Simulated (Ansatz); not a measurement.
# Si₃H₆F₂: up Jacob's ladder to CCSD(T)

Aim: compute Si₃H₆F₂ with functionals from several rungs and with coupled cluster, and see how far each lands from CCSD(T) at the basis-set limit for the atomisation energy.

The runs use Ansatz 0.2.0, Gaussian basis; functionals in def2-TZVPP, the program's frozen cores in correlated methods.

The runs, in order: LDA (SPW92), PBE-D4, revPBE-D4, BLYP-D4, r2SCAN-D4, B97M-V, PBE0-D4, B3LYP-D4, r2SCANh-D4, r2SCAN0-D4, HSE06-D4, BHLYP-D4, CAM-B3LYP-D4, LC-ωPBE, ωB97X-V, ωB97M-V, B2PLYP, PBE-QIDH; CCSD(T)/def2-SVP; CCSD(T)/def2-TZVPP; MP2/def2-QZVPP; extrapolation to the limit; RPA on PBE.

## 1. The relaxed structure

The geometry comes from an earlier relaxation with PBE0-D4 in a triple-zeta def2 set; it is a stationary point, not always the lowest conformer.

SMILES `F[Si](F)([SiH3])[SiH3]`, 11 atoms, charge 0, spin multiplicity 1.

Atoms are counted from 1 here; the program's logs count them from 0.

Bond lengths: F1–Si2 1.601 Å, Si2–F3 1.601 Å, Si2–Si4 2.350 Å, Si2–Si5 2.350 Å, Si4–H6 1.487 Å, Si4–H7 1.487 Å, Si4–H8 1.486 Å, Si5–H9 1.487 Å, Si5–H10 1.486 Å, Si5–H11 1.487 Å. Angles: F1–Si2–F3 106.1°, F1–Si2–Si4 108.4°, F1–Si2–Si5 108.4°, F3–Si2–Si4 108.4°, F3–Si2–Si5 108.4°, Si4–Si2–Si5 116.7°, Si2–Si4–H6 109.0°, Si2–Si4–H7 109.0°, Si2–Si4–H8 110.6°, H6–Si4–H7 108.9°, H6–Si4–H8 109.7°, H7–Si4–H8 109.7°, Si2–Si5–H9 109.0°, Si2–Si5–H10 110.6°, Si2–Si5–H11 109.0°, H9–Si5–H10 109.7°, H9–Si5–H11 108.9°, H10–Si5–H11 109.7°.

## 2. LDA

This LDA is Slater exchange with PW92 correlation.

File in.yaml:

```yaml
crystal:
  periodic: [false, false, false]
  atoms:
    - {symbol: F, position_ang: [0.648489, -0.825441, 1.979703]}
    - {symbol: Si, position_ang: [0.419984, -0.657505, 0.404278]}
    - {symbol: F, position_ang: [1.105874, -1.930357, -0.282594]}
    - {symbol: Si, position_ang: [-1.889703, -0.739388, -0.022888]}
    - {symbol: Si, position_ang: [1.556920, 1.272112, -0.308308]}
    - {symbol: H, position_ang: [-2.546400, 0.413079, 0.649192]}
    - {symbol: H, position_ang: [-2.113674, -0.634193, -1.489138]}
    - {symbol: H, position_ang: [-2.470822, -2.010559, 0.482098]}
    - {symbol: H, position_ang: [0.962316, 2.458499, 0.362544]}
    - {symbol: H, position_ang: [3.002420, 1.181176, 0.024626]}
    - {symbol: H, position_ang: [1.389999, 1.415576, -1.778915]}
basis:
  gaussian: {orbitals: def2-TZVPP}
hamiltonian: {xc: lda}
output: {orbitals: {seedname: orbitals}}
```

On the command line:

```
$ ansatz run in.yaml --threads 4 --pin off --events-out ev --progress --plain --max-ram 10444MiB
```

After this run come: PBE-D4 (GGA); revPBE-D4 (GGA); BLYP-D4 (GGA); r2SCAN-D4 (meta-GGA); B97M-V (meta-GGA); PBE0-D4 (hybrid); B3LYP-D4 (hybrid); r2SCANh-D4 (hybrid); r2SCAN0-D4 (hybrid); HSE06-D4 (hybrid); BHLYP-D4 (hybrid); CAM-B3LYP-D4 (range-separated); LC-ωPBE (range-separated); ωB97X-V (range-separated); ωB97M-V (range-separated); B2PLYP (double hybrid); PBE-QIDH (double hybrid); CCSD(T) in def2-SVP; CCSD(T) in def2-TZVPP; MP2 in def2-QZVPP; RPA on PBE orbitals.

**Question.** What will the summary of the whole plan be? Wanted: atomisation energy, CCSD(T)/CBS; farthest beyond LDA; mean size of error, GGA; mean size of error, meta-GGA; mean size of error, hybrid; mean size of error, range-separated; mean size of error, double hybrid; gap, smallest and largest; T1 diagnostic.

The runs gave:

```
                               quantity                                      value
        atomisation energy, CCSD(T)/CBS                             863.8 kcal/mol
functionals within 4.3 kcal/mol (0.5 %)   r2SCAN-D4, B97M-V, CAM-B3LYP-D4, ωB97X-V
                    farthest beyond LDA                 revPBE-D4 (-24.6 kcal/mol)
                mean size of error, GGA                              15.1 kcal/mol
           mean size of error, meta-GGA                               2.2 kcal/mol
             mean size of error, hybrid                              14.2 kcal/mol
    mean size of error, range-separated                               5.6 kcal/mol
      mean size of error, double hybrid                              16.7 kcal/mol
              gap, smallest and largest  4.87 eV (LDA (SPW92)), 11.56 eV (LC-ωPBE)
                          T1 diagnostic                                     0.0135
triples share of the correlation energy                                      3.0 %
```

In words: The LDA atomisation energy is off by 94.2 kcal/mol (11 %): it overbinds. PBE-D4 misses by -8.5 kcal/mol. Double hybrids carry the basis error of their MP2 part in triple zeta, and no dispersion term here, so their miss is partly the set-up's. By mean error the best rung here is meta-GGA (2.2 kcal/mol) and the worst beyond LDA is double hybrid (16.7 kcal/mol). GGA functionals lie within the reference's doubt of that worst mean (15.1 kcal/mol), so those two tie. Misses under about 4.3 kcal/mol are within the doubt on the reference itself, which lacks core-valence correlation, relativity and higher excitations. Hartree-Fock recovers 76 % of the binding; the rest is correlation. CCSD(T) in def2-SVP is off by -71.7 kcal/mol, so the small basis spoils what the method gains. Orbital gaps span 4.9 to 11.6 eV; exact exchange widens them.
